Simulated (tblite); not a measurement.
# C3H8O2Si3: the cost of one run

Computed with tblite 0.8.0 and PySCF 2.14.0, with density-fitted response routines of our own, on a single molecule in the gas phase. Atoms are numbered from 0 throughout.

### Step 1. The molecule as given

16 atoms, charge 0, multiplicity 1; geometry from: force field or distance geometry start.

Bonds of the start (Å): O0–C1 1.23, C1–C2 1.50, C2–Si3 1.89, Si3–Si4 2.32, Si4–Si5 2.33, Si5–C6 1.89, C6–O7 1.22, C6–C2 1.50, C1–H8 1.11, C2–H9 1.10, Si3–H10 1.48, Si3–H11 1.48, Si4–H12 1.49, Si4–H13 1.48, Si5–H14 1.49, Si5–H15 1.50.

### Step 2. Geometry optimisation with GFN2-xTB

What the job is given:

```
{"job": {"kind": "relax", "xc": "GFN2-xTB", "basis": "xTB"}, "charge": 0, "multiplicity": 1}
O     -1.740200    -0.028600     1.846300
C     -1.715700    -0.922500     1.005100
C     -0.926300    -0.843100    -0.271700
Si    -0.884700     0.877900    -1.057800
Si     0.933400     1.844000     0.018800
Si     1.886400    -0.261700     0.290700
C      0.439300    -1.422200    -0.061400
O      0.664900    -2.625100    -0.011000
H     -2.194300    -1.901300     1.213800
H     -1.461500    -1.483800    -0.990400
H     -0.572700     0.730800    -2.498100
H     -2.161700     1.620400    -0.905600
H      1.716600     2.742200    -0.874200
H      0.587400     2.493200     1.302000
H      2.983800    -0.415800    -0.702300
H      2.437800    -0.395300     1.684300
```

Run with:

```sh
> OMP_NUM_THREADS=1 python probes_run.py task.json out
```

The driver reads the jobs from task.json and runs them one after another.

**Question.** How long does this first job take on 1 thread of Arm Neoverse N1, shared host, and how much memory does it need?

About 1.8 s, with a peak of 0.18 GiB.
